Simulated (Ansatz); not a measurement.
# CH4S2Si (SMILES CS[Si]S): a rigid scan of the dihedral angle H5–C1–S2–Si3, part 3 of 3

Ansatz 0.2.0, Gaussian basis. The steps go on from the part before.

### Step 7. H5–C1–S2–Si3 = -87.9°

Contents of pbe-tzvpp/in.yaml:

```yaml
crystal:
  periodic: [false, false, false]
  atoms:
    - {symbol: C, position_ang: [-0.071825, 1.051234, -0.291173]}
    - {symbol: S, position_ang: [0.162895, 0.625569, 1.450279]}
    - {symbol: Si, position_ang: [2.208292, 0.589087, 2.037288]}
    - {symbol: S, position_ang: [3.336998, 1.094701, 0.281784]}
    - {symbol: H, position_ang: [-0.129783, 2.138178, -0.344514]}
    - {symbol: H, position_ang: [-1.002123, 0.630032, -0.672449]}
    - {symbol: H, position_ang: [0.773390, 0.713965, -0.891268]}
    - {symbol: H, position_ang: [2.382922, 1.278567, -0.646715]}
basis:
  gaussian: {orbitals: def2-TZVPP}
hamiltonian: {xc: pbe, dispersion: d4}
output: {forces: true}
```

r2scan-tzvpp/in.yaml, as changes to pbe-tzvpp/in.yaml:

```diff
-hamiltonian: {xc: pbe, dispersion: d4}
+hamiltonian: {xc: r2scan, dispersion: d4}
```

pbe0-tzvpp/in.yaml:

```diff
-hamiltonian: {xc: pbe, dispersion: d4}
-output: {forces: true}
+hamiltonian: {xc: pbe0, dispersion: d4}
+output: {forces: true, orbitals: {seedname: orbitals}}
```

b3lyp-tzvpp/in.yaml:

```diff
-hamiltonian: {xc: pbe, dispersion: d4}
+hamiltonian: {xc: {name: B3LYP}, dispersion: d4}
```

wb97mv-tzvpp/in.yaml:

```diff
-hamiltonian: {xc: pbe, dispersion: d4}
-output: {forces: true}
+hamiltonian: {xc: {name: wB97M-V}}
```

ccsdt-tzvpp/in.yaml:

```diff
-hamiltonian: {xc: pbe, dispersion: d4}
-output: {forces: true}
+correlation: {method: ccsd_t}
```

One command serves all of them, each in its own folder.

Run with:

```bash
$ ansatz run in.yaml --threads 4 --pin off --events-out ev --progress --plain --max-ram 8704MiB
```

Output in pbe-tzvpp, shortened:

```text
Functional definition: PBE
  name "PBE"
  cite "Perdew, Burke & Ernzerhof, Phys. Rev. Lett. 77, 3865 (1996) doi:10.1103/PhysRevLett.77.3865"
  parent pbe
[...]
1272 factors; their error is unknown
[...]
mean field -30637.92002820 eV, -1125.9227939084 hartree, gradient 4.1e-5 eV, S^2 0.000000; 0 other end points of the search recorded, 0 dependent functions left out
[...]
Atom 4 at    -0.129783     2.138178    -0.344514 Å, force    -0.037331     0.242218    -0.179413 eV/Å
Atom 5 at    -1.002123     0.630032    -0.672449 Å, force    -0.122217    -0.214597     0.046206 eV/Å
Atom 6 at     0.773390     0.713965    -0.891268 Å, force     0.008175    -0.228692    -0.224809 eV/Å
Atom 7 at     2.382922     1.278567    -0.646715 Å, force    -0.148924     0.091547    -0.216644 eV/Å
Dipole moment:    -0.266514     0.104449    -0.420526 e Å
```

r2scan-tzvpp printed, shortened:

```text
[... 5 set-up lines as earlier in the session ...]
[...]
1272 factors; their error is unknown
[...]
Atom 4 at    -0.129783     2.138178    -0.344514 Å, force    -0.020114     0.006258    -0.172000 eV/Å
Atom 5 at    -1.002123     0.630032    -0.672449 Å, force     0.082872    -0.127520     0.149633 eV/Å
Atom 6 at     0.773390     0.713965    -0.891268 Å, force    -0.219393    -0.168597    -0.080642 eV/Å
Atom 7 at     2.382922     1.278567    -0.646715 Å, force     0.057832     0.066854    -0.022499 eV/Å
Dipole moment:    -0.278611     0.110834    -0.450836 e Å
```

Log of pbe0-tzvpp, shortened:

```text
[... 5 set-up lines as earlier in the session ...]
[...]
1337 factors; their error is unknown
[...]
mean field -30640.47110127 eV, -1126.0165441144 hartree, gradient 3.4e-5 eV, S^2 0.000000; 0 other end points of the search recorded, 0 dependent functions left out
[...]
Atom 4 at    -0.129783     2.138178    -0.344514 Å, force    -0.026627    -0.003082    -0.165933 eV/Å
Atom 5 at    -1.002123     0.630032    -0.672449 Å, force     0.089392    -0.131147     0.155708 eV/Å
Atom 6 at     0.773390     0.713965    -0.891268 Å, force    -0.233676    -0.169280    -0.074882 eV/Å
Atom 7 at     2.382922     1.278567    -0.646715 Å, force     0.089117     0.057396     0.022818 eV/Å
Dipole moment:    -0.260624     0.104361    -0.422427 e Å
```

Log of b3lyp-tzvpp, shortened:

```text
[... 6 set-up lines as earlier in the session ...]
[...]
1299 factors; their error is unknown
[...]
Atom 4 at    -0.129783     2.138178    -0.344514 Å, force    -0.025502    -0.045228    -0.190826 eV/Å
Atom 5 at    -1.002123     0.630032    -0.672449 Å, force     0.122643    -0.107025     0.154342 eV/Å
Atom 6 at     0.773390     0.713965    -0.891268 Å, force    -0.298282    -0.133944    -0.061492 eV/Å
Atom 7 at     2.382922     1.278567    -0.646715 Å, force     0.134213     0.057277     0.007522 eV/Å
Dipole moment:    -0.249019     0.097344    -0.395000 e Å
```

wb97mv-tzvpp printed, shortened:

```text
[... 5 set-up lines as earlier in the session ...]
  # Of w^i u^j: cxij and so on, Table III.
[...]
  gx(w, u) = 1 - cx + cx01*u + cx10*w
[...]
      + integral(e_c_pw_mod_opposite_spin*gos(b97_w_opposite, b97_u_opposite)) + vv10(b, c)
1289 factors; their error is unknown
264 factors; integrals over basis functions are off by at most 1.0e-5 eV
[...]
mean field -30650.33536523 eV, -1126.3790491288 hartree, gradient 4.0e-5 eV, S^2 0.000000; 0 other end points of the search recorded, 0 dependent functions left out
reference -30650.33540774 eV, -1126.3790506910 hartree; 28, 28 occupied and 185, 185 virtual orbitals, 1289 factors
Total energy: -30650.33540774 eV, -1126.3790506910 hartree
```

ccsdt-tzvpp printed, shortened:

```text
[... 4 set-up lines as earlier in the session ...]
[...]
1227 factors; integrals over basis functions are off by at most 1.1e-3 eV
[...]
mean field -30592.64458247 eV, -1124.2589519665 hartree, gradient 3.1e-6 eV, S^2 0.000000; 0 other end points of the search recorded, 0 dependent functions left out
16 core orbitals not correlated: weight in the atoms' cores, before any rotation towards them, 1.000 or more for the frozen orbitals, at most 0.000 for the correlated occupied ones
reference -30592.64458247 eV, -1124.2589519665 hartree; 12, 12 occupied and 185, 185 virtual orbitals, 1227 factors
second order -17.27226737 eV of doubles, -0.00000000 eV of singles
cycle   1  -18.12284897 eV  change   -8.5e-1 eV  update   1.1e-1
[...]
cycle  10  -18.71401907 eV  change    2.4e-5 eV  update   1.5e-5
perturbative correction -0.94319512 eV, -0.0346617815 hartree
Total energy: -30612.30179667 eV, -1124.9813412642 hartree
```

They took 1.9 s (pbe-tzvpp), 3.3 s (r2scan-tzvpp), 3.5 s (pbe0-tzvpp), 3.2 s (b3lyp-tzvpp), 5.5 s (wb97mv-tzvpp), 28 s (ccsdt-tzvpp) on 4 threads of Intel Xeon Platinum 8375C at 2.90GHz, shared host; peak memory 2.7 GiB.

Orbitals, density, ELF and potential are computed afterwards from the orbital file.

Frontier orbitals at PBE0-D4/def2-TZVPP, with the share of their density that lies nearest to each atom:

```
orbital  energy (eV)                           lies on
 HOMO-1        -7.46                  S2 58 %; S4 26 %
   HOMO        -7.03  Si3 70 %; S2, S4 about 10 % each
   LUMO        -1.97  Si3 70 %; S2, S4 about 13 % each
```

ELF in a plane through or near 5 of the atoms.

Values, 10 rows by 14 columns:
```
0.00 0.00 0.00 0.00 0.00 0.00 0.00 0.00 0.00 0.00 0.00 0.00 0.00 0.00
0.00 0.00 0.00 0.01 0.00 0.00 0.00 0.00 0.00 0.00 0.00 0.00 0.00 0.00
0.00 0.03 0.28 0.36 0.17 0.33 0.17 0.01 0.01 0.00 0.00 0.00 0.00 0.00
0.00 0.32 0.84 0.87 0.70 0.98 0.67 0.29 0.46 0.06 0.02 0.00 0.00 0.00
0.01 0.30 0.84 0.31 0.44 0.81 0.14 0.81 0.74 0.50 0.65 0.35 0.00 0.00
0.00 0.02 0.20 0.70 0.87 0.46 0.10 0.54 0.17 0.81 0.96 0.73 0.02 0.00
0.00 0.05 0.41 0.47 0.74 0.17 0.82 0.13 0.74 0.22 0.14 0.05 0.00 0.00
0.01 0.56 0.98 0.95 0.24 0.34 0.67 0.39 0.87 0.55 0.03 0.00 0.00 0.00
0.00 0.24 0.96 0.99 0.96 0.29 0.16 0.74 0.84 0.54 0.04 0.00 0.00 0.00
0.00 0.01 0.17 0.62 0.50 0.04 0.01 0.09 0.15 0.03 0.00 0.00 0.00 0.00
```
The map spans 9.8 Å across and 8.4 Å up, centred on the molecule. Atoms in the plane (x, y in Å): C1 (1.1, 0.0), S2 (0.3, -1.6), Si3 (-1.9, -1.4), S4 (-2.3, 0.7), H8 (-1.1, 1.2).

log10 of the density (e/Å³) in the same plane.

Values, 10 rows by 14 columns:
```
-4.0 -4.0 -4.0 -4.0 -4.0 -4.0 -4.0 -4.0 -4.0 -4.0 -4.0 -4.0 -4.0 -4.0
-3.9 -3.9 -3.3 -3.0 -3.0 -3.1 -3.4 -3.8 -4.0 -4.0 -4.0 -4.0 -4.0 -4.0
-3.4 -2.8 -2.0 -1.6 -1.5 -1.6 -2.0 -2.5 -2.7 -3.1 -3.6 -4.0 -4.0 -4.0
-3.1 -2.0 -1.0 -0.2 -0.2 -0.1 -0.8 -1.2 -1.2 -1.6 -2.3 -3.0 -3.9 -4.0
-3.0 -1.8 -0.6  0.7  1.3 -0.1 -0.9 -0.3  0.1 -0.3 -1.0 -2.0 -3.2 -4.0
-3.2 -2.2 -1.1 -0.3 -0.1 -0.6 -0.9 -0.3  1.1  0.1 -0.5 -1.7 -3.0 -4.0
-3.2 -2.2 -1.2 -0.5  1.0 -0.1 -0.1  0.5  0.0 -0.8 -1.5 -2.5 -3.5 -4.0
-3.2 -2.2 -1.2 -0.5  0.2 -0.3 -0.1  0.8 -0.1 -1.1 -2.2 -3.3 -4.0 -4.0
-3.4 -2.6 -1.8 -1.2 -1.0 -1.2 -1.1 -0.8 -1.0 -1.7 -2.7 -3.8 -4.0 -4.0
-3.6 -3.1 -2.7 -2.3 -2.1 -2.3 -2.4 -2.2 -2.3 -2.8 -3.6 -4.0 -4.0 -4.0
```
The map spans 9.8 Å across and 8.4 Å up, centred on the molecule. Atoms in the plane (x, y in Å): C1 (1.1, 0.0), S2 (0.3, -1.6), Si3 (-1.9, -1.4), S4 (-2.3, 0.7), H8 (-1.1, 1.2).

On the surface of density 0.002 e/bohr³ the electrostatic potential runs, from the 1st to the 99th percentile, from -0.56 V near Si3 to 1.40 V near H8.

### Step 8. H5–C1–S2–Si3 = -70.7°

Contents of pbe-tzvpp/in.yaml:

```yaml
crystal:
  periodic: [false, false, false]
  atoms:
    - {symbol: C, position_ang: [-0.071825, 1.051234, -0.291173]}
    - {symbol: S, position_ang: [0.162895, 0.625569, 1.450279]}
    - {symbol: Si, position_ang: [2.091216, 1.141915, 2.188197]}
    - {symbol: S, position_ang: [3.137995, 2.031302, 0.537541]}
    - {symbol: H, position_ang: [-0.129783, 2.138178, -0.344514]}
    - {symbol: H, position_ang: [-1.002123, 0.630032, -0.672449]}
    - {symbol: H, position_ang: [0.773390, 0.713965, -0.891268]}
    - {symbol: H, position_ang: [2.232696, 1.982026, -0.454520]}
basis:
  gaussian: {orbitals: def2-TZVPP}
hamiltonian: {xc: pbe, dispersion: d4}
output: {forces: true}
```

r2scan-tzvpp/in.yaml differs from pbe-tzvpp/in.yaml so:

```diff
-hamiltonian: {xc: pbe, dispersion: d4}
+hamiltonian: {xc: r2scan, dispersion: d4}
```

pbe0-tzvpp/in.yaml:

```diff
-hamiltonian: {xc: pbe, dispersion: d4}
-output: {forces: true}
+hamiltonian: {xc: pbe0, dispersion: d4}
+output: {forces: true, orbitals: {seedname: orbitals}}
```

b3lyp-tzvpp/in.yaml:

```diff
-hamiltonian: {xc: pbe, dispersion: d4}
+hamiltonian: {xc: {name: B3LYP}, dispersion: d4}
```

wb97mv-tzvpp/in.yaml:

```diff
-hamiltonian: {xc: pbe, dispersion: d4}
-output: {forces: true}
+hamiltonian: {xc: {name: wB97M-V}}
```

ccsdt-tzvpp/in.yaml:

```diff
-hamiltonian: {xc: pbe, dispersion: d4}
-output: {forces: true}
+correlation: {method: ccsd_t}
```

The same command starts each run, in its folder.

Run with:

```bash
$ ansatz run in.yaml --threads 4 --pin off --events-out ev --progress --plain --max-ram 8704MiB
```

Log of pbe-tzvpp, shortened:

```text
[... 4 set-up lines as earlier in the session ...]
[...]
1272 factors; their error is unknown
[...]
mean field -30637.94682341 eV, -1125.9237786139 hartree, gradient 2.4e-5 eV, S^2 0.000000; 0 other end points of the search recorded, 0 dependent functions left out
[...]
Atom 4 at    -0.129783     2.138178    -0.344514 Å, force    -0.075909     0.258600    -0.199133 eV/Å
Atom 5 at    -1.002123     0.630032    -0.672449 Å, force    -0.128245    -0.205097     0.067069 eV/Å
Atom 6 at     0.773390     0.713965    -0.891268 Å, force     0.084786    -0.218999    -0.182851 eV/Å
Atom 7 at     2.232696     1.982026    -0.454520 Å, force    -0.178453     0.017343    -0.216193 eV/Å
Dipole moment:    -0.248554     0.047368    -0.444700 e Å
```

Output in r2scan-tzvpp, shortened:

```text
[... 5 set-up lines as earlier in the session ...]
[...]
1272 factors; their error is unknown
[...]
Atom 4 at    -0.129783     2.138178    -0.344514 Å, force    -0.062102     0.020879    -0.192574 eV/Å
Atom 5 at    -1.002123     0.630032    -0.672449 Å, force     0.077693    -0.120224     0.171667 eV/Å
Atom 6 at     0.773390     0.713965    -0.891268 Å, force    -0.118710    -0.158139    -0.042454 eV/Å
Atom 7 at     2.232696     1.982026    -0.454520 Å, force     0.006310     0.035487    -0.014521 eV/Å
Dipole moment:    -0.260063     0.051750    -0.475631 e Å
```

pbe0-tzvpp printed, shortened:

```text
[... 5 set-up lines as earlier in the session ...]
[...]
1337 factors; their error is unknown
[...]
mean field -30640.50464661 eV, -1126.0177768830 hartree, gradient 3.2e-5 eV, S^2 0.000000; 0 other end points of the search recorded, 0 dependent functions left out
[...]
Atom 4 at    -0.129783     2.138178    -0.344514 Å, force    -0.068706     0.012395    -0.187575 eV/Å
Atom 5 at    -1.002123     0.630032    -0.672449 Å, force     0.082745    -0.122413     0.178362 eV/Å
Atom 6 at     0.773390     0.713965    -0.891268 Å, force    -0.125755    -0.160452    -0.038805 eV/Å
Atom 7 at     2.232696     1.982026    -0.454520 Å, force     0.023473     0.028797     0.024983 eV/Å
Dipole moment:    -0.243508     0.049004    -0.445661 e Å
```

Log of b3lyp-tzvpp, shortened:

```text
[... 6 set-up lines as earlier in the session ...]
[...]
1299 factors; their error is unknown
[...]
Atom 4 at    -0.129783     2.138178    -0.344514 Å, force    -0.067627    -0.036436    -0.213497 eV/Å
Atom 5 at    -1.002123     0.630032    -0.672449 Å, force     0.117790    -0.101268     0.176959 eV/Å
Atom 6 at     0.773390     0.713965    -0.891268 Å, force    -0.180492    -0.130040    -0.028861 eV/Å
Atom 7 at     2.232696     1.982026    -0.454520 Å, force     0.067881     0.045320     0.012584 eV/Å
Dipole moment:    -0.232385     0.044288    -0.417136 e Å
```

wb97mv-tzvpp printed, shortened:

```text
[... 5 set-up lines as earlier in the session ...]
  # Of w^i u^j: cxij and so on, Table III.
[...]
  gx(w, u) = 1 - cx + cx01*u + cx10*w
[...]
      + integral(e_c_pw_mod_opposite_spin*gos(b97_w_opposite, b97_u_opposite)) + vv10(b, c)
1289 factors; their error is unknown
264 factors; integrals over basis functions are off by at most 1.1e-5 eV
[...]
mean field -30650.38013843 eV, -1126.3806945134 hartree, gradient 4.0e-5 eV, S^2 0.000000; 0 other end points of the search recorded, 0 dependent functions left out
reference -30650.38018095 eV, -1126.3806960759 hartree; 28, 28 occupied and 185, 185 virtual orbitals, 1289 factors
Total energy: -30650.38018095 eV, -1126.3806960759 hartree
```

Log of ccsdt-tzvpp, shortened:

```text
[... 4 set-up lines as earlier in the session ...]
[...]
1224 factors; integrals over basis functions are off by at most 1.3e-3 eV
[...]
mean field -30592.70686346 eV, -1124.2612407505 hartree, gradient 3.1e-6 eV, S^2 0.000000; 0 other end points of the search recorded, 0 dependent functions left out
16 core orbitals not correlated: weight in the atoms' cores, before any rotation towards them, 1.000 or more for the frozen orbitals, at most 0.000 for the correlated occupied ones
reference -30592.70686346 eV, -1124.2612407505 hartree; 12, 12 occupied and 185, 185 virtual orbitals, 1224 factors
second order -17.24835496 eV of doubles, -0.00000000 eV of singles
cycle   1  -18.10458082 eV  change   -8.6e-1 eV  update   1.1e-1
[...]
cycle  10  -18.69546005 eV  change    2.4e-5 eV  update   1.5e-5
perturbative correction -0.93814492 eV, -0.0344761899 hartree
Total energy: -30612.34046842 eV, -1124.9827624250 hartree
```

Wall times: 2 s (pbe-tzvpp), 3.4 s (r2scan-tzvpp), 3.7 s (pbe0-tzvpp), 3.9 s (b3lyp-tzvpp), 6.5 s (wb97mv-tzvpp), 31 s (ccsdt-tzvpp) on 4 threads of Intel Xeon Platinum 8375C at 2.90GHz, shared host; peak memory 2.7 GiB.

### Step 9. The curves

Energies less that of the minimum at the same level (kcal/mol):

```
dihedral angle (°)  PBE-D4  r2SCAN-D4  PBE0-D4  B3LYP-D4  wB97M-V  Hartree-Fock  MP2  CCSD  CCSD(T)
            -173.6     0.0        0.1      0.1       0.1      0.1           0.1  0.1   0.1      0.1
            -156.4     0.5        0.7      0.7       0.7      0.9           1.2  0.7   0.9      0.7
            -139.3     1.5        1.9      1.9       1.9      2.4           3.3  2.1   2.4      2.1
            -122.2     2.3        2.9      2.8       2.8      3.6           4.9  3.1   3.5      3.2
            -105.0     2.1        2.6      2.5       2.5      3.2           4.4  2.8   3.1      2.8
             -87.9     1.2        1.5      1.4       1.4      1.8           2.5  1.6   1.8      1.6
             -70.7     0.6        0.7      0.7       0.7      0.7           1.0  0.7   0.8      0.7
   179.9 (minimum)     0.0        0.0      0.0       0.0      0.0           0.0  0.0   0.0      0.0
```

Miss and cost, level by level (times from a shared host):

```
      method  RMS deviation from CCSD(T) (kcal/mol)        mean time a point
      PBE-D4                                    0.5                      2 s
   r2SCAN-D4                                    0.2                    3.3 s
     PBE0-D4                                    0.2                    3.6 s
    B3LYP-D4                                    0.2                    3.5 s
     wB97M-V                                    0.2                      6 s
Hartree-Fock                                    1.1  part of the CCSD(T) run
         MP2                                    0.0  part of the CCSD(T) run
        CCSD                                    0.2  part of the CCSD(T) run
     CCSD(T)                                      0                     29 s
```

The best functional, r2SCAN-D4, misses by 0.2 kcal/mol and takes 3.3 s a point, against 29 s for CCSD(T).

### Step 10. Results

What follows sums up all 3 parts.

```
                  quantity                                                                                                            value
    highest point, CCSD(T)                                                                                         3.2 kcal/mol at -122.2 °
     lowest point, CCSD(T)                                                                                          0.0 kcal/mol at 179.9 °
RMS deviation from CCSD(T)  PBE-D4 0.5, r2SCAN-D4 0.2, PBE0-D4 0.2, B3LYP-D4 0.2, wB97M-V 0.2, Hartree-Fock 1.1, MP2 0.0, CCSD 0.2 kcal/mol
     largest T1 diagnostic                                                                                                            0.015
```

What this shows: Over the points sampled the torsion costs at most 3.2 kcal/mol, a hindered rotation that is fast at room temperature. A rigid scan overstates barriers, since nothing else may give way. Best along the scan: MP2. Worst: Hartree-Fock.
